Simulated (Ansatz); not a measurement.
**AlBH₃O₂F: how energies converge with the basis set**

How large a basis does AlBH₃O₂F need? Two functionals are run in growing sets.

Method: one geometry, several basis sets; program: Ansatz 0.2.0, Gaussian basis.

Plan: PBE0-D4/def2-SVP; ωB97M-V/def2-SVP; PBE0-D4/def2-QZVPP; ωB97M-V/def2-QZVPP; the functionals' def2-TZVPP values are taken from earlier runs.

## (1) The relaxed structure

The geometry comes from an earlier relaxation with PBE0-D4/def2-TZVP; it is a stationary point, not always the lowest conformer.

8 atoms, charge 0, spin multiplicity 1.

Atoms are counted from 1 here; the program's logs count them from 0.

Bond lengths: B1–O2 1.335 Å, B1–H6 1.203 Å, B1–H7 1.203 Å, O2–Al3 1.664 Å, Al3–O4 1.677 Å, Al3–F5 1.640 Å, O4–H8 0.955 Å. Angles: O2–B1–H6 119.4°, O2–B1–H7 119.4°, H6–B1–H7 121.2°, B1–O2–Al3 178.9°, O2–Al3–O4 119.3°, O2–Al3–F5 119.0°, O4–Al3–F5 121.7°, Al3–O4–H8 123.4°.

Coordinates:

```mol
AlBFH3O2
  3D, bonds by distance, orders not assigned

  8  7  0  0  0  0  0  0  0  0999 V2000
   -0.2392    1.9278    0.0394 B   0  0
   -0.0564    0.6166   -0.1352 O   0  0
    0.1468   -1.0233   -0.3335 Al  0  0
    0.2694   -2.0058    1.0204 O   0  0
    0.2235   -1.6359   -1.8531 F   0  0
   -1.3581    2.3634    0.1172 H   0  0
    0.7182    2.6527    0.1144 H   0  0
    0.3880   -2.9527    0.9745 H   0  0
  1  2  8  0
  2  3  8  0
  3  4  8  0
  3  5  8  0
  1  6  8  0
  1  7  8  0
  4  8  8  0
M  END
```

## (2) PBE0-D4 in def2-SVP

File in.yaml:

```yaml
crystal:
  periodic: [false, false, false]
  atoms:
    - {symbol: B, position_ang: [-0.239153, 1.927830, 0.039369]}
    - {symbol: O, position_ang: [-0.056447, 0.616609, -0.135170]}
    - {symbol: Al, position_ang: [0.146774, -1.023319, -0.333481]}
    - {symbol: O, position_ang: [0.269388, -2.005761, 1.020448]}
    - {symbol: F, position_ang: [0.223503, -1.635891, -1.853125]}
    - {symbol: H, position_ang: [-1.358132, 2.363445, 0.117182]}
    - {symbol: H, position_ang: [0.718242, 2.652692, 0.114435]}
    - {symbol: H, position_ang: [0.388025, -2.952705, 0.974542]}
basis:
  gaussian: {orbitals: def2-SVP}
hamiltonian: {xc: pbe0, dispersion: d4}
output: {orbitals: {seedname: orbitals}}
```

On the command line:

```bash
$ ansatz run in.yaml --threads 2 --pin off --events-out ev --progress --plain --max-ram 4352MiB
```

Further steps of the session: ωB97M-V in def2-SVP; PBE0-D4 in def2-QZVPP; ωB97M-V in def2-QZVPP.

**Question.** What will the summary of the whole plan be? Wanted: PBE0-D4: double and triple zeta above quadruple; ωB97M-V: double and triple zeta above quadruple.

As calculated:

```
                                       quantity           value
PBE0-D4: double and triple zeta above quadruple  12.46, 0.68 eV
ωB97M-V: double and triple zeta above quadruple  12.60, 0.64 eV
```

What this shows: For PBE0-D4 the step from double to triple zeta gains 11.78 eV and the next only 0.68 eV. These are total energies; as a rule much of such shifts cancels in differences, which this series doesn't test. The LUMO of ωB97M-V is positive and keeps falling with the basis (0.95 to 0.33 eV): an unbound level that the basis holds in place.
